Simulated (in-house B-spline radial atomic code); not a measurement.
**Mn: binding energies from hole states**

Aim: the cost of two holes at once in Mn, against the sum of the two single holes.

Method: Dirac-Hartree-Fock, average of configuration, Fermi nucleus, basis-set limit. Code: in-house B-spline radial atomic code version 1.

## 1. The atom as given

- element: manganese (Z = 25)
- charge: 0
- electrons: 25
- configuration: [Ar] 3d5 4s2
- Hamiltonian: Dirac-Coulomb
- nucleus: Fermi, rms radius 3.706 fm

Outer shells as boxes (Hund's rule):

[Ar] 3d5 4s2
```
[Ar] core
3d [↑ ][↑ ][↑ ][↑ ][↑ ]
4s [↑↓]
```

The boxes draw the filling by Hund's rule, which heavy ions in jj coupling don't follow; these runs average over all states of the configuration.

Settings, as recorded:

```ini
Z = 25
electrons = 25.0
configuration = [Ar] 3d5 4s2
hamiltonian = dirac
method = hf
spin_polarised = False
nucleus = fermi
rms_radius = 3.7057
mass_number = 55
atomic_mass = 54.93804304
speed_of_light = 137.035999084
```

This reference run was done before. Its total energy is -1157.321993 hartree, and its levels are (the highest eight at most):

| orbital | occupation | energy (eV) | <r> (bohr) |
| --- | --- | --- | --- |
| 2p1/2 | 2 | -685.63 | 0.2444 |
| 2p3/2 | 4 | -675.02 | 0.2473 |
| 3s1/2 | 2 | -106.58 | 0.8508 |
| 3p1/2 | 2 | -69.531 | 0.9024 |
| 3p3/2 | 4 | -68.171 | 0.9109 |
| 3d3/2 | 2 | -15.003 | 1.162 |
| 3d5/2 | 3 | -14.882 | 1.168 |
| 4s1/2 | 2 | -6.923 | 3.315 |

Single holes known from earlier runs (ΔSCF): 1s 6560.50 eV, 2s 785.71 eV, 2p1/2 664.68 eV, 2p3/2 654.26 eV, 3p1/2 64.175 eV, 3p3/2 62.907 eV, 3d 11.002 eV.

## 2. The 2s and 2p3/2 holes

In configurations, a minus sign after the shell means j = l − 1/2 and a plus sign j = l + 1/2; the count of electrons follows.

Settings: those of step 1 with these lines changed.

```diff
@@ -1,4 +1,4 @@
 Z = 25
-electrons = 25.0
-configuration = [Ar] 3d5 4s2
+electrons = 23.0
+configuration = 1s2 2s1 2p-2 2p+3 3s2 3p6 3d5 4s2
 hamiltonian = dirac
```

The program writes no log. Results of the run, from its result record (rounded, main fields):

```text
{
  "status": "converged",
  "iterations": 11,
  "energy [hartree]": {"total": -1102.66733661, "kinetic": 1117.55779184, "nuclear": -2600.6535112, "coulomb": 421.611997319, "exact_exchange": -41.1836145676},
  "breit [hartree]": {"gaunt": 0.4109478, "retardation": -0.03541505, "frequency_dependence": -0.0008675032},
  "qed [hartree]": {"self_energy": 0.2855426, "uehling": -0.02370491, "wichmann_kroll": 0.0001342159},
  "recoil [hartree]": 0.008583763,
  "total_with_corrections [hartree]": -1102.02211567,
  "orbitals [hartree, bohr; first row names the columns]": [
    ["name", "occ", "eps", "<r>"],
    ["1s1/2", 2.0, -248.35984, 0.060806],
    ["2s1/2", 1.0, -33.288994, 0.27379],
    ["2p1/2", 2.0, -29.114005, 0.23682],
    ["2p3/2", 3.0, -28.743726, 0.24255],
    ["3s1/2", 2.0, -5.4866871, 0.79756],
    ["3p1/2", 2.0, -4.1456754, 0.821],
    ["3p3/2", 4.0, -4.0659739, 0.82832],
    ["3d3/2", 2.0, -2.0664472, 0.87017],
    ["3d5/2", 3.0, -2.0407702, 0.87814],
    ["4s1/2", 2.0, -0.99363232, 2.3878]
  ],
  "sum_r [bohr^k]": {"-1": 104.0263, "1": 17.29739, "2": 24.29425},
  "energy_minus_base [hartree]": 54.6546568,
  "energy_minus_base_with_corrections [hartree]": 54.6098177
}
```

Run time: 1.4 s. Hardware: 1 thread, shared host.

energy_minus_base is the energy less that of the reference run.

## 3. The 1s and 3p3/2 holes

Settings: those of step 2 with these lines changed.

```diff
@@ -2,3 +2,3 @@
 electrons = 23.0
-configuration = 1s2 2s1 2p-2 2p+3 3s2 3p6 3d5 4s2
+configuration = 1s1 2s2 2p6 3s2 3p-2 3p+3 3d5 4s2
 hamiltonian = dirac
```

Result record:

```text
{
  "status": "converged",
  "iterations": 11,
  "energy [hartree]": {"total": -913.088378442, "kinetic": 924.607033998, "nuclear": -2213.33421736, "coulomb": 409.211395266, "exact_exchange": -33.5725903484},
  "breit [hartree]": {"gaunt": 0.1796808, "retardation": -0.02329432, "frequency_dependence": -0.0005703709},
  "qed [hartree]": {"self_energy": 0.1713886, "uehling": -0.01400935, "wichmann_kroll": 7.931253e-05},
  "recoil [hartree]": 0.007445811,
  "total_with_corrections [hartree]": -912.767658024,
  "orbitals [hartree, bohr; first row names the columns]": [
    ["name", "occ", "eps", "<r>"],
    ["1s1/2", 1.0, -256.02601, 0.060417],
    ["2s1/2", 2.0, -33.004758, 0.2695],
    ["2p1/2", 2.0, -29.176558, 0.23397],
    ["2p3/2", 4.0, -28.702491, 0.23725],
    ["3s1/2", 2.0, -5.367796, 0.80476],
    ["3p1/2", 2.0, -4.0673351, 0.83054],
    ["3p3/2", 3.0, -4.0236494, 0.83729],
    ["3d3/2", 2.0, -1.891539, 0.92351],
    ["3d5/2", 3.0, -1.8459094, 0.9314],
    ["4s1/2", 2.0, -0.99447557, 2.3873]
  ],
  "sum_r [bohr^k]": {"-1": 88.53345, "1": 17.21463, "2": 24.33085},
  "energy_minus_base [hartree]": 244.233615,
  "energy_minus_base_with_corrections [hartree]": 243.864275
}
```

It took 1.4 s on 1 thread, shared host.

## 4. The 2p3/2 and 3p1/2 holes

Settings: those of step 3 with these lines changed.

```diff
@@ -2,3 +2,3 @@
 electrons = 23.0
-configuration = 1s1 2s2 2p6 3s2 3p-2 3p+3 3d5 4s2
+configuration = 1s2 2s2 2p-2 2p+3 3s2 3p-1 3p+4 3d5 4s2
 hamiltonian = dirac
```

Result record:

```text
{
  "status": "converged",
  "iterations": 11,
  "energy [hartree]": {"total": -1130.15002172, "kinetic": 1145.8234049, "nuclear": -2667.81191289, "coulomb": 436.049911739, "exact_exchange": -44.2114254684},
  "breit [hartree]": {"gaunt": 0.4242224, "retardation": -0.03549761, "frequency_dependence": -0.0008115295},
  "qed [hartree]": {"self_energy": 0.2983757, "uehling": -0.02471136, "wichmann_kroll": 0.0001398967},
  "recoil [hartree]": 0.008954796,
  "total_with_corrections [hartree]": -1129.4793494,
  "orbitals [hartree, bohr; first row names the columns]": [
    ["name", "occ", "eps", "<r>"],
    ["1s1/2", 2.0, -246.53782, 0.060791],
    ["2s1/2", 2.0, -32.077237, 0.27414],
    ["2p1/2", 2.0, -28.052366, 0.24043],
    ["2p3/2", 3.0, -27.740173, 0.24574],
    ["3s1/2", 2.0, -5.2992273, 0.81312],
    ["3p1/2", 1.0, -4.0450096, 0.84052],
    ["3p3/2", 4.0, -3.9157516, 0.8501],
    ["3d3/2", 2.0, -1.8625011, 0.92556],
    ["3d5/2", 3.0, -1.9167834, 0.92487],
    ["4s1/2", 2.0, -0.98717345, 2.4039]
  ],
  "sum_r [bohr^k]": {"-1": 106.7126, "1": 17.18869, "2": 24.60193},
  "energy_minus_base [hartree]": 27.1719717,
  "energy_minus_base_with_corrections [hartree]": 27.152584
}
```

It took 1.4 s on 1 thread, shared host.

Radial density 4πr²n(r) and radial functions P(r) = rR(r):

| r (bohr) | 4πr²n | 2p3/2 | 3p3/2 | 3d5/2 |
| --- | --- | --- | --- | --- |
| 0.00471 | 2.538 | 0.0102 | 0.0041 | 0.0000 |
| 0.00699 | 4.922 | 0.0218 | 0.0087 | 0.0001 |
| 0.0104 | 9.070 | 0.0461 | 0.0185 | 0.0002 |
| 0.0154 | 15.30 | 0.0947 | 0.0379 | 0.0005 |
| 0.0228 | 22.94 | 0.1891 | 0.0756 | 0.0016 |
| 0.0338 | 29.03 | 0.3628 | 0.1445 | 0.0047 |
| 0.0501 | 29.22 | 0.6548 | 0.2590 | 0.0136 |
| 0.0743 | 23.76 | 1.0838 | 0.4214 | 0.0371 |
| 0.110 | 22.12 | 1.5811 | 0.5888 | 0.0933 |
| 0.164 | 28.73 | 1.9380 | 0.6362 | 0.2151 |
| 0.242 | 27.40 | 1.8456 | 0.3778 | 0.4254 |
| 0.360 | 14.77 | 1.2348 | -0.2627 | 0.7192 |
| 0.533 | 13.55 | 0.5170 | -0.9560 | 0.9740 |
| 0.791 | 14.97 | 0.1249 | -1.1575 | 1.0106 |
| 1.17 | 6.948 | 0.0248 | -0.7644 | 0.7651 |
| 1.74 | 2.102 | 0.0059 | -0.2667 | 0.3898 |
| 2.58 | 0.9834 | 0.0009 | -0.0432 | 0.1184 |
| 3.83 | 0.2007 | 0.0001 | -0.0028 | 0.0170 |
| 5.67 | 0.007229 | 0.0000 | -0.0001 | 0.0008 |
| 8.41 | 1.970e-05 | 0.0000 | 0.0000 | 0.0000 |

On the record's full grid the radial density has clear maxima near r = 0.041, 0.20, 0.65 bohr.

X-ray form factor of the spherical density:

| sinθ/λ (1/Å) | f (electrons) |
| --- | --- |
| 0 | 23.000 |
| 0.1 | 21.399 |
| 0.2 | 18.224 |
| 0.3 | 15.220 |
| 0.4 | 12.644 |
| 0.6 | 8.858 |
| 0.8 | 6.837 |
| 1 | 5.815 |
| 1.4 | 4.506 |
| 1.8 | 3.345 |
| 2.5 | 2.007 |
| 4 | 1.180 |
| 6 | 0.777 |

## 5. The 2p1/2 and 3p3/2 holes

Settings: those of step 4 with these lines changed.

```diff
@@ -2,3 +2,3 @@
 electrons = 23.0
-configuration = 1s2 2s2 2p-2 2p+3 3s2 3p-1 3p+4 3d5 4s2
+configuration = 1s2 2s2 2p-1 2p+4 3s2 3p-2 3p+3 3d5 4s2
 hamiltonian = dirac
```

Result record:

```text
{
  "status": "converged",
  "iterations": 11,
  "energy [hartree]": {"total": -1129.81868344, "kinetic": 1144.81567691, "nuclear": -2666.35128216, "coulomb": 435.900300165, "exact_exchange": -44.1833783529},
  "breit [hartree]": {"gaunt": 0.4156068, "retardation": -0.03550121, "frequency_dependence": -0.0009817187},
  "qed [hartree]": {"self_energy": 0.2991779, "uehling": -0.02470847, "wichmann_kroll": 0.000139879},
  "recoil [hartree]": 0.008958941,
  "total_with_corrections [hartree]": -1129.15599129,
  "orbitals [hartree, bohr; first row names the columns]": [
    ["name", "occ", "eps", "<r>"],
    ["1s1/2", 2.0, -246.58468, 0.060788],
    ["2s1/2", 2.0, -32.083705, 0.27411],
    ["2p1/2", 1.0, -28.273622, 0.24274],
    ["2p3/2", 4.0, -27.679966, 0.24303],
    ["3s1/2", 2.0, -5.2977177, 0.81308],
    ["3p1/2", 2.0, -3.9436296, 0.84621],
    ["3p3/2", 3.0, -3.9501624, 0.849],
    ["3d3/2", 2.0, -1.9019977, 0.92759],
    ["3d5/2", 3.0, -1.8867389, 0.92413],
    ["4s1/2", 2.0, -0.98705794, 2.4042]
  ],
  "sum_r [bohr^k]": {"-1": 106.6542, "1": 17.18621, "2": 24.59639},
  "energy_minus_base [hartree]": 27.50331,
  "energy_minus_base_with_corrections [hartree]": 27.4759421
}
```

It took 1.4 s on 1 thread, shared host.

## 6. The 2p3/2 and 3d holes

Settings: those of step 5 with these lines changed.

```diff
@@ -2,3 +2,3 @@
 electrons = 23.0
-configuration = 1s2 2s2 2p-1 2p+4 3s2 3p-2 3p+3 3d5 4s2
+configuration = 1s2 2s2 2p-2 2p+3 3s2 3p6 3d4 4s2
 hamiltonian = dirac
```

Result record:

```text
{
  "status": "converged",
  "iterations": 11,
  "energy [hartree]": {"total": -1132.19745873, "kinetic": 1147.99285489, "nuclear": -2672.95681632, "coulomb": 437.875554489, "exact_exchange": -45.1090517879},
  "breit [hartree]": {"gaunt": 0.4281794, "retardation": -0.0359846, "frequency_dependence": -0.0008100974},
  "qed [hartree]": {"self_energy": 0.2982649, "uehling": -0.02470572, "wichmann_kroll": 0.0001398659},
  "recoil [hartree]": 0.00896136,
  "total_with_corrections [hartree]": -1131.52341364,
  "orbitals [hartree, bohr; first row names the columns]": [
    ["name", "occ", "eps", "<r>"],
    ["1s1/2", 2.0, -246.35896, 0.060801],
    ["2s1/2", 2.0, -32.02018, 0.2743],
    ["2p1/2", 2.0, -28.018422, 0.24004],
    ["2p3/2", 3.0, -27.660133, 0.24588],
    ["3s1/2", 2.0, -5.3365795, 0.81298],
    ["3p1/2", 2.0, -3.9514496, 0.84409],
    ["3p3/2", 4.0, -3.876604, 0.85168],
    ["3d3/2", 1.6, -1.9139625, 0.9206],
    ["3d5/2", 2.4, -1.8923141, 0.92874],
    ["4s1/2", 2.0, -0.98453608, 2.4094]
  ],
  "sum_r [bohr^k]": {"-1": 106.9184, "1": 17.12945, "2": 24.45592},
  "energy_minus_base [hartree]": 25.1245347,
  "energy_minus_base_with_corrections [hartree]": 25.1085198
}
```

Wall time 1.4 s (1 thread, shared host).

## 7. The 1s and 1s holes

Settings: those of step 6 with these lines changed.

```diff
@@ -2,3 +2,3 @@
 electrons = 23.0
-configuration = 1s2 2s2 2p-2 2p+3 3s2 3p6 3d4 4s2
+configuration = 2s2 2p6 3s2 3p6 3d5 4s2
 hamiltonian = dirac
```

Result record:

```text
{
  "status": "converged",
  "iterations": 11,
  "energy [hartree]": {"total": -662.530861769, "kinetic": 669.596323641, "nuclear": -1687.37381147, "coulomb": 390.587395829, "exact_exchange": -35.3407697649},
  "breit [hartree]": {"gaunt": 0.09076687, "retardation": -0.003643137, "frequency_dependence": -1.113727e-05},
  "qed [hartree]": {"self_energy": 0.03817899, "uehling": -0.002809474, "wichmann_kroll": 1.591838e-05},
  "recoil [hartree]": 0.006026437,
  "total_with_corrections [hartree]": -662.402337305,
  "orbitals [hartree, bohr; first row names the columns]": [
    ["name", "occ", "eps", "<r>"],
    ["2s1/2", 2.0, -34.974065, 0.26278],
    ["2p1/2", 2.0, -31.747586, 0.22482],
    ["2p3/2", 4.0, -31.232757, 0.2277],
    ["3s1/2", 2.0, -5.6628625, 0.78002],
    ["3p1/2", 2.0, -4.3234598, 0.79542],
    ["3p3/2", 4.0, -4.2527527, 0.80316],
    ["3d3/2", 2.0, -1.9862626, 0.87732],
    ["3d5/2", 3.0, -1.9773043, 0.88056],
    ["4s1/2", 2.0, -1.0109063, 2.3479]
  ],
  "sum_r [bohr^k]": {"-1": 67.49497, "1": 17.34174, "2": 23.66863},
  "energy_minus_base [hartree]": 494.791132,
  "energy_minus_base_with_corrections [hartree]": 494.229596
}
```

Run time: 1.3 s. Hardware: 1 thread, shared host.

## 8. Results

| two holes | ΔSCF (eV) | less the two single holes (eV) |
| --- | --- | --- |
| 2s and 2p3/2 | 1487.23 | 47.26 |
| 1s and 3p3/2 | 6645.94 | 22.53 |
| 2p3/2 and 3p1/2 | 739.39 | 20.95 |
| 2p1/2 and 3p3/2 | 748.40 | 20.81 |
| 2p3/2 and 3d | 683.67 | 18.41 |
| 1s and 1s | 13464.0 | 342.96 |

**Reading.** Two holes cost more than the sum of each, because the second electron leaves a more charged ion. The excess runs from 18.4 eV (2p3/2 and 3d) to 343.0 eV (1s and 1s); it tends to be largest where both holes are compact. Values are for the free atom, measured from the vacuum level.
